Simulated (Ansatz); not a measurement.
# C2H7O2V: basis-set convergence

How large a basis does C2H7O2V need? Two functionals are run in growing sets.

Program: Ansatz 0.2.0, Gaussian basis. Level of theory: one geometry, several basis sets. These are calculated values, not measurements.

Levels to be run: PBE0-D4/def2-SVP; ωB97M-V/def2-SVP; PBE0-D4/def2-QZVPP; ωB97M-V/def2-QZVPP; the functionals' def2-TZVPP values are taken from earlier runs.

## 1. Structure used throughout

All runs share one geometry, relaxed beforehand with PBE0-D4 in a triple-zeta def2 set.

SMILES `[CH3][V]([CH3])(=[O])[OH]`, 12 atoms, charge 0, spin multiplicity 1.

Atoms are counted from 1 here; the program's logs count them from 0.

Bond lengths: C1–V2 2.007 Å, C1–H6 1.092 Å, C1–H7 1.094 Å, C1–H8 1.094 Å, V2–C3 2.007 Å, V2–O4 1.555 Å, V2–O5 1.768 Å, C3–H9 1.094 Å, C3–H10 1.092 Å, C3–H11 1.094 Å, O5–H12 0.963 Å. Angles: V2–C1–H6 110.6°, V2–C1–H7 109.6°, V2–C1–H8 107.5°, H6–C1–H7 110.1°, H6–C1–H8 109.0°, H7–C1–H8 110.0°, C1–V2–C3 108.7°, C1–V2–O4 107.1°, C1–V2–O5 111.2°, C3–V2–O4 107.1°, C3–V2–O5 111.2°, O4–V2–O5 111.3°, V2–C3–H9 109.6°, V2–C3–H10 110.6°, V2–C3–H11 107.5°, H9–C3–H10 110.1°, H9–C3–H11 110.0°, H10–C3–H11 109.0° and more.

## 2. PBE0-D4 in def2-SVP

File in.yaml:

```yaml
crystal:
  periodic: [false, false, false]
  atoms:
    - {symbol: C, position_ang: [-1.689431, 0.154740, 0.210320]}
    - {symbol: V, position_ang: [0.160087, 0.431366, -0.517762]}
    - {symbol: C, position_ang: [1.304805, -1.126573, 0.020420]}
    - {symbol: O, position_ang: [0.049974, 0.403936, -2.068299]}
    - {symbol: O, position_ang: [0.848787, 1.957133, 0.050143]}
    - {symbol: H, position_ang: [-2.369056, 0.921168, -0.167694]}
    - {symbol: H, position_ang: [-1.660972, 0.183509, 1.303788]}
    - {symbol: H, position_ang: [-2.034352, -0.826713, -0.129556]}
    - {symbol: H, position_ang: [1.425526, -1.134583, 1.107918]}
    - {symbol: H, position_ang: [2.281144, -1.071502, -0.465264]}
    - {symbol: H, position_ang: [0.794942, -2.038209, -0.306339]}
    - {symbol: H, position_ang: [0.965746, 2.090429, 0.996429]}
basis:
  gaussian: {orbitals: def2-SVP}
hamiltonian: {xc: pbe0, dispersion: d4}
output: {orbitals: {seedname: orbitals}}
```

The run is started by

```bash
$ ansatz run in.yaml --threads 4 --pin off --events-out ev --progress --plain --max-ram 11315MiB
```

Further steps of the session: ωB97M-V in def2-SVP; PBE0-D4 in def2-QZVPP; ωB97M-V in def2-QZVPP.

**Question.** What will the summary of the whole plan be? Wanted: PBE0-D4: double and triple zeta above quadruple; ωB97M-V: double and triple zeta above quadruple.

**Answer**, as computed:

| quantity | value |
| --- | --- |
| PBE0-D4: double and triple zeta above quadruple | 11.90, 0.86 eV |
| ωB97M-V: double and triple zeta above quadruple | 12.14, 0.82 eV |

In words: PBE0-D4 gains 11.04 eV from double to triple zeta, then 0.86 eV more. These are total energies; as a rule much of such shifts cancels in differences, which this series doesn't test.
